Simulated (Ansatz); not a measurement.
Run this with Ansatz 0.2.0, Python API and show what comes out.

Script `bend.py`:
```python
'''Energy of BBrClHS against one bond angle.'''

import logging
import sys
import warnings

import ansatz as az
from ase import Atoms

logging.basicConfig(stream=sys.stdout, format='%(levelname)s %(message)s')
log = logging.getLogger('bbrclhs')
log.setLevel(logging.INFO)

BASIS_SET = 'def2-SVP'
FUNCTIONAL = 'pbe0'
FMAX = 0.02

warnings.simplefilter('ignore', az.DeckWarning)

atoms = Atoms(['S', 'B', 'Cl', 'Br', 'H'], positions=[
    (-0.3571, 1.3537, 0.4658),
    (-0.0886, -0.4381, 0.1826),
    (1.3231, -1.2466, 0.9816),
    (-1.2222, -1.4869, -1.0038),
    (0.3946, 1.7442, -0.6677),
])

# relax first, so that the scan starts from a minimum
first = (
    az.Crystal.molecule_from_ase(atoms).calculation()
    .basis(gaussian=BASIS_SET)
    .functional(FUNCTIONAL)
    .relax(force_tolerance=FMAX, max_steps=80)
)
atoms.positions = first.run().report['positions_ang']

rows = []
for angle in [90, 100, 110, 120, 135, 150, 165, 179]:
    bent = atoms.copy()
    bent.set_angle(1, 0, 4, angle, indices=[4])
    job = az.Crystal.molecule_from_ase(bent).calculation().basis(gaussian=BASIS_SET).functional(FUNCTIONAL)
    rows.append((angle, job.run().report['free_energy_ev']))
floor = min(e for _, e in rows)
for angle, e in rows:
    log.info(f'angle B1-S0-H4 = {angle:3d} deg   {1000 * (e - floor):9.1f} meV')
```

`python bend.py` gives:
```text
INFO angle B1-S0-H4 =  90 deg        24.4 meV
INFO angle B1-S0-H4 = 100 deg         0.0 meV
INFO angle B1-S0-H4 = 110 deg       106.7 meV
INFO angle B1-S0-H4 = 120 deg       330.8 meV
INFO angle B1-S0-H4 = 135 deg       844.6 meV
INFO angle B1-S0-H4 = 150 deg      1474.2 meV
INFO angle B1-S0-H4 = 165 deg      2035.6 meV
INFO angle B1-S0-H4 = 179 deg      2287.3 meV
```

The scan is rigid, and the energies are electronic, in a modest basis. The zero is the lowest point of the grid, which needn't be the minimum. Wall time of the script: 72 s on 1 thread of Arm Neoverse V1, with other jobs on the host, peak memory 0.27 GiB.
